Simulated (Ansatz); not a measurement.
The system is BiPt.

```xyz
4
Lattice="4.3150 0.0000 0.0000 -2.1575 3.7369 0.0000 0.0000 0.0000 5.4900" Properties=species:S:1:pos:R:3 pbc="T T T"
Bi    2.1575    1.2456    4.1175
Bi    0.0000    2.4913    1.3725
Pt    0.0000    0.0000    2.7450
Pt    0.0000    0.0000    0.0000
```

* Program: Ansatz 0.2.0
* Task: relaxation of cell and atoms
* Functional: revPBE
* Potentials or basis: Ansatz PAW
* Cutoff: 420 eV (not typed: the program's choice for these potentials)
* k mesh: 7 × 7 × 5
* Occupations: fermi-dirac, width 0.05 eV
* Spin: no spin polarisation

At the start: volume 22.13 Å³/atom.

Task: Where does the relaxation end?

Result: It ends after 7 steps and the volume is 24.01 Å³/atom (+8.5 %); space group P6_3/mmc (No. 194, to 0.05 Å).

Step by step:
```
step  energy change (eV)  largest force (eV/Å)  volume (Å³)
   1              0.0000                0.0000        88.52
   2             -0.1091                0.0000       101.98
   3             -0.2110                0.0000        97.00
   4             -0.2143                0.0000        96.07
   5             -0.2165                0.0000        96.07
   6             -0.2166                0.0000        96.03
   7             -0.2166                0.0000        96.03
```

Final structure:
```cif
data_structure
_symmetry_space_group_name_H-M 'P 1'
_symmetry_Int_Tables_number 1
_cell_length_a 4.4426
_cell_length_b 4.4426
_cell_length_c 5.6180
_cell_angle_alpha 90.000
_cell_angle_beta 90.000
_cell_angle_gamma 120.000
_cell_volume 96.03
loop_
_atom_site_label
_atom_site_type_symbol
_atom_site_fract_x
_atom_site_fract_y
_atom_site_fract_z
_atom_site_occupancy
Bi1 Bi 0.66667 0.33333 0.75000 1
Bi2 Bi 0.33333 0.66667 0.25000 1
Pt1 Pt 0.00000 0.00000 0.50000 1
Pt2 Pt 0.00000 0.00000 0.00000 1
```

Caveat: the plane-wave basis is chosen anew once the cell has moved, so the energies of steps on either side of that aren't comparable; the PAW data sets come from PBE, with cores solved anew for the run's functional, which leaves a small shift of forces and pressure.
